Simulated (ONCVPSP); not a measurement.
# Carbon: generating and testing an ONCV potential

Task: generate the file, and judge it by its errors in other configurations, its logarithmic derivatives, its ghosts and its cutoff.

The numbers are computed with ONCVPSP 4.0.1.1 (patched build) (PBE, scalar-relativistic, spin-unpolarised reference atom).

## 1. The design

Typed settings, in words:

```json
{
  "element": "carbon (C, Z = 6)",
  "type": "optimised norm-conserving Vanderbilt (ONCV)",
  "frozen core": "[He]",
  "valence charge": "4",
  "reference configuration": "2s2 (charge +2)",
  "partial waves": "2s: rc 0.95 bohr, ncon 4, nbas 8, qcut 4.2 1/bohr, 2 projectors, debl 0.3 Ha; p scattering state at 0.42 Ha: rc 0.85 bohr, ncon 4, nbas 7, qcut 8.1 1/bohr, 1 projector",
  "local potential": "polynomial inside 0.65 bohr (lpopt 3, dvloc0 0 Ha)",
  "core correction": "polynomial model core, fcfact 0.5"
}
```

The outer shells as boxes (Hund's rule for the drawing; the calculation is spin-unpolarised):

```
[He] core
2s [↑↓]
```

The nodes and maxima of the atom's own shells, from an earlier all-electron run, set the scale for the radii.

All-electron outer shells of the reference configuration (PBE, scalar-relativistic, ld1.x):

| shell | level (eV) | outermost node (bohr) | outermost maximum (bohr) |
| --- | --- | --- | --- |
| 1s | -308.54 | – | 0.17 |
| 2s | -40.38 | 0.37 | 1.13 |
| 2p | -31.77 | – | 1.02 |

## 2. Generation

The input, C.dat:

```
# ATOM AND REFERENCE CONFIGURATION
# atsym  z   nc   nv     iexc    psfile
  C 6.00    1    1        4      upf
#
#   n    l    f
    1    0    2.00
    2    0    2.00
#
# PSEUDOPOTENTIAL AND OPTIMIZATION
# lmax
    1
#
#   l,   rc,      ep,       ncon, nbas, qcut
    0    0.95    0.00    4    8    4.20
    1    0.85    0.42    4    7    8.10
#
# LOCAL POTENTIAL
# lloc, lpopt,  rc(5),   dvloc0
    4    3    0.65    0.00
#
# VANDERBILT-KLEINMAN-BYLANDER PROJECTORs
# l, nproj, debl
    0    2    0.30
    1    1    1.40
#
# MODEL CORE CHARGE
# icmod, fcfact, rcfact
    1    0.50    0.00
#
# LOG DERIVATIVE ANALYSIS
# epsh1, epsh2, depsh
   -3.00    5.00    0.02
#
# OUTPUT GRID
# rlmax, drl
    6.00    0.01
#
# TEST CONFIGURATIONS
# ncnf
    4
# nvcnf
#   n    l    f
    2
    2    0    2.00
    2    1    2.00
#
    2
    2    0    2.00
    2    1    1.00
#
    1
    2    0    1.00
#
    2
    2    0    1.00
    2    1    2.00
#
```

On the command line:

```bash
$ oncvpsp.x < C.dat > C.out
```

**Question.** What will these runs give? Wanted: cutoffs for 1 and 0.1 mHa per electron, occupied waves; bound ghosts; GHOST(+) flags; largest test error; largest phase difference near zero energy, channels read; rms error of d²Exc/dn², without and with the model core; projector energies reset by the program.

As calculated:

| quantity | value |
| --- | --- |
| cutoffs for 1 and 0.1 mHa per electron, occupied waves | 100 Ha and 182 Ha |
| bound ghosts | none found |
| GHOST(+) flags | none at low energy (1 near or above the test basis's cutoff) |
| largest test error (AE − PS) | +33 meV, for 2s1 2p2 |
| largest phase difference near zero energy, channels read | 0.000 rad |
| rms error of d²Exc/dn², without and with the model core | 4.04 and 0.19 mHa |
| projector energies reset by the program | s: -1.484, 0.250 Ha; p: 0.050 Ha |

What this shows: By total energies transferability is fair: the largest error is 33 meV on 15.4 eV, for 2s1 2p2. By its cutoff, 100 Ha for the looser tolerance, it is very hard. No bound ghost shows below the valence levels. Near zero energy the phases of the channels with partial waves agree within 0.001 rad.
